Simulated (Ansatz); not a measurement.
# CClFNSi radical: small, medium and large basis sets

One table from this session's results is given with a row withheld; the runs are named, their logs left out.

Computed with Ansatz 0.2.0, Gaussian basis. Level: one geometry, several basis sets.

The runs, in order: PBE0-D4/def2-SVP; ωB97M-V/def2-SVP; PBE0-D4/def2-QZVPP; ωB97M-V/def2-QZVPP; the functionals' def2-TZVPP values are taken from earlier runs.

## The geometry

All runs share one geometry, relaxed beforehand with PBE0-D4 in a triple-zeta def2 set.

SMILES `N#C[Si](F)Cl`, 5 atoms, charge 0, spin multiplicity 2.

Atoms are counted from 1 here; the program's logs count them from 0.

Bond lengths: N1–C2 1.153 Å, C2–Si3 1.840 Å, Si3–F4 1.585 Å, Si3–Cl5 2.024 Å. Angles: N1–C2–Si3 173.1°, C2–Si3–F4 107.1°, C2–Si3–Cl5 108.7°, F4–Si3–Cl5 110.2°.

The first run:

Input file in.yaml:

```yaml
crystal:
  periodic: [false, false, false]
  atoms:
    - {symbol: N, position_ang: [1.372847, -1.083603, 1.488844]}
    - {symbol: C, position_ang: [0.720428, -0.610459, 0.664303]}
    - {symbol: Si, position_ang: [-0.169308, 0.069263, -0.795474]}
    - {symbol: F, position_ang: [-1.634323, -0.534374, -0.769390]}
    - {symbol: Cl, position_ang: [-0.239746, 2.085573, -0.629683]}
basis:
  gaussian: {orbitals: def2-SVP}
magnetization: {spin_polarized: true, initial_magnetization: 1}
hamiltonian: {xc: pbe0, dispersion: d4}
output: {orbitals: {seedname: orbitals}}
```

The run is started by

```bash
> ansatz run in.yaml --threads 4 --pin off --events-out ev --progress --plain --max-ram 10444MiB
```

Steps of the session up to this table: PBE0-D4 in def2-SVP; ωB97M-V in def2-SVP; PBE0-D4 in def2-QZVPP; ωB97M-V in def2-QZVPP.

One of the session's tables, all rows but one given; the rest of the session is left out.

| functional | basis | HOMO (eV) | LUMO (eV) |
| --- | --- | --- | --- |
| PBE0-D4 | def2-SVP | -7.62 | -3.76 |
| PBE0-D4 | def2-TZVPP | ? | ? |
| PBE0-D4 | def2-QZVPP | -7.76 | -3.84 |
| ωB97M-V | def2-SVP | -9.35 | -2.07 |
| ωB97M-V | def2-TZVPP | -9.50 | -2.15 |
| ωB97M-V | def2-QZVPP | -9.54 | -2.22 |

Estimate the missing values for PBE0-D4, def2-TZVPP.

**Answer.** HOMO (eV): -7.73; LUMO (eV): -3.80. In the column «HOMO (eV)» it lies between PBE0-D4, def2-QZVPP (-7.76) and PBE0-D4, def2-SVP (-7.62).
